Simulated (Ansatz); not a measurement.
# The tin atom (triplet): wave-function methods side by side, def2-TZVPP

Aim: climb from Hartree-Fock through coupled cluster and multireference methods for the tin atom (triplet) at one geometry and basis, and see what each rung misses.

Method: def2-TZVPP, core rule «outside noble gas», up to 9 orbitals frozen; program: Ansatz 0.2.0, Gaussian basis.

To be run: UHF; CCSD(T) on ROHF; CCSD(T) on UHF; BCCD(T) on ROHF; CISD; CCSDT(Q) on ROHF; CCSDT(Q) on UHF; CASSCF and MRCISD+Q, 4 electrons in 4 orbitals; CASSCF and MRCISD+Q(relaxed), 4 electrons in 4 orbitals; CASSCF and NEVPT4(SD), 4 electrons in 4 orbitals; CASSCF and NEVPT2, 4 electrons in 4 orbitals; Full CI.

## Step 1: The atom

A free atom, in its lowest state of this spin that the program finds. No spin-orbit coupling is included. Elements past krypton take def2 core potentials.

1 atom, charge 0, spin multiplicity 3.

## Step 2: UHF

File in.yaml:

```yaml
crystal:
  periodic: [false, false, false]
  atoms:
    - {symbol: Sn, position_ang: [0.000000, 0.000000, 0.000000]}
basis:
  gaussian: {orbitals: def2-TZVPP}
magnetization: {spin_polarized: true, initial_magnetization: 2}
hamiltonian: {xc: hf}
output: {orbitals: {seedname: orbitals}}
```

The run is started by

```
$ ansatz run in.yaml --threads 1 --pin off --events-out ev --progress --plain --max-ram 2393MiB
```

Further steps of the session: CCSD(T) on ROHF; CCSD(T) on UHF; BCCD(T) on ROHF; CISD; CCSDT(Q) on ROHF; CCSDT(Q) on UHF; CASSCF and MRCISD+Q, 4 electrons in 4 orbitals; CASSCF and MRCISD+Q(relaxed), 4 electrons in 4 orbitals; CASSCF and NEVPT4(SD), 4 electrons in 4 orbitals; CASSCF and NEVPT2, 4 electrons in 4 orbitals; Full CI.

**Question.** What will the summary of the whole plan be? Wanted: FCI below the RHF energy; RMP2 from FCI; UMP2 from FCI; RCCSD from FCI; RCCSD(T) from FCI; UCCSD(T) from FCI; RCCSDT(Q) from FCI; UCCSDT(Q) from FCI; NEVPT2 valence from FCI.

**Answer**, as computed:

```
                         quantity                                                                                                                                      value
         FCI below the RHF energy                                                                                                                                 -1.6621 eV
                    RMP2 from FCI                                                                                                                                 +401.4 meV
                    UMP2 from FCI                                                                                                                                 +390.0 meV
                   RCCSD from FCI                                                                                                                                  +57.1 meV
                RCCSD(T) from FCI                                                                                                                                  +12.5 meV
                UCCSD(T) from FCI                                                                                                                                   -4.4 meV
               RCCSDT(Q) from FCI                                                                                                                                   -0.5 meV
               UCCSDT(Q) from FCI                                                                                                                                  -17.4 meV
          NEVPT2 valence from FCI                                                                                                                                 +307.1 meV
      NEVPT4(SD) valence from FCI                                                                                                                                  +23.2 meV
        MRCISD+Q valence from FCI                                                                                                                                  -10.8 meV
levels within 1 kcal/mol (43 meV)  UCCSD, RCCSD(T), UCCSD(T), BCCD(T), RCCSDT, UCCSDT, RCCSDT(Q), UCCSDT(Q), NEVPT4(SD) valence, MRCISD+Q valence, MRCISD+Q(relaxed) valence
                    T1 diagnostic                                                                                                                                      0.020
   effectively unpaired electrons                                                                                                                                       2.03
```

In words: RCCSD(T) lands +12.5 meV from the yardstick (0.8 % of the correlation energy). UCCSD(T), UCCSDT, UCCSDT(Q), MRCISD+Q valence, MRCISD+Q(relaxed) valence fall below full CI: unrestricted runs freeze a spin-polarised core, another one than full CI's, and coupled cluster isn't variational. One determinant dominates. Of the multireference levels listed MRCISD+Q valence comes nearest in total energy (-10.8 meV), which doesn't show that its space is the better one. These misses are within one basis, not against nature; the frozen cores of restricted and unrestricted runs differ, which can shift their rows.
